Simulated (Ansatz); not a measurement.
Write the native input for Ansatz 0.2.0 that does the following.

| Item | Value |
| --- | --- |
| Task | relaxation of cell and atoms |
| Functional | PBEsol |
| Potentials or basis | PseudoDojo standard (PBEsol files) |
| Cutoff | 1279 eV |
| Density cutoff | 5116 eV |
| k mesh | 7 × 7 × 7 |
| Occupations | fermi-dirac, width 0.05 eV |
| Spin | collinear spin, ferromagnetic start |
| Starting moments | [3.0, 3.0, 3.0, 3.0, 0.0, 0.0, 0.0, 0.0, 0.0, 0.0] μB |

Crystal: Cr2O3 (Eskolaite).

```
Cr O
1.0
     2.47850    1.43096    4.53077
    -2.47850    1.43096    4.53077
     0.00000   -2.86193    4.53077
Cr O
4 6
Direct
  0.34748 0.34748 0.34748
  0.15252 0.15252 0.15252
  0.65252 0.65252 0.65252
  0.84748 0.84748 0.84748
  0.55580 0.25000 0.94420
  0.25000 0.94420 0.55580
  0.94420 0.55580 0.25000
  0.44420 0.75000 0.05580
  0.75000 0.05580 0.44420
  0.05580 0.44420 0.75000
```

One way to write it, as run:

input.yaml

```yaml
crystal:
  lattice:
    - [2.4785, 1.4309626422, 4.5307666667]
    - [-2.4785, 1.4309626422, 4.5307666667]
    - [0.0, -2.8619252844, 4.5307666667]
  atoms:
    - { symbol: Cr, position: [0.34748, 0.34748, 0.34748], spin: 3.0 }
    - { symbol: Cr, position: [0.15252, 0.15252, 0.15252], spin: 3.0 }
    - { symbol: Cr, position: [0.65252, 0.65252, 0.65252], spin: 3.0 }
    - { symbol: Cr, position: [0.84748, 0.84748, 0.84748], spin: 3.0 }
    - { symbol: O, position: [0.5558, 0.25, 0.9442] }
    - { symbol: O, position: [0.25, 0.9442, 0.5558] }
    - { symbol: O, position: [0.9442, 0.5558, 0.25] }
    - { symbol: O, position: [0.4442, 0.75, 0.0558] }
    - { symbol: O, position: [0.75, 0.0558, 0.4442] }
    - { symbol: O, position: [0.0558, 0.4442, 0.75] }
hamiltonian:
  xc: pbesol
  pseudopotentials: { kind: nc, accuracy: standard }
magnetization:
  spin_polarized: true
kpoints:
  mp_grid: { grid: [7, 7, 7] }
scf:
  occupations: { method: fermi_dirac, width: 0.05 }
output:
  forces: true
  stress: true
  eigenvalues: true
  write_density: true
  write_potential: true
  elf: true
  volumetric_format: npy
relax:
  f_tol: 0.01
  max_steps: 40
  cell: { stress_tol: 0.05 }
```

Potentials or basis: PseudoDojo standard (PBEsol files).

The run is started by

```sh
$ ansatz run input.yaml --threads 4 --pin off --max-ram 11264MiB --backend cpu --events-out ev --progress --plain --runs-dir out
```

It gave:

- Relaxed volume: 9.57 Å³/atom
- Relaxed cell: a = 5.313 Å, b = 5.313 Å, c = 5.313 Å, α = 55.80°, β = 55.80°, γ = 55.80°
- Space group after relaxing (to 0.05 Å): R-3c (No. 167)
- Energy gained by relaxing: 6.4 meV/atom
- Ionic steps: 6
- Pressure after relaxing: 0.0 GPa
- Band gap on the k mesh: 0.76 eV, indirect (least direct gap 1.03 eV)
- Net moment: 12.00 μB per cell
- Absolute moment: 12.28 μB per cell
- Site moments: Cr +2.41; O -0.00 μB

Caveat: odd divisions of the mesh miss points on the zone boundary, where band edges often lie, so the gap on the mesh can be too wide; the plane-wave basis is chosen anew once the cell has moved, so the energies of steps on either side of that aren't comparable; only a ferromagnetic start was run, and an antiferromagnetic order may lie lower in energy.

It took 4.6 min on 4 threads of Arm Neoverse V1 (shared host), peak memory 2 GiB.
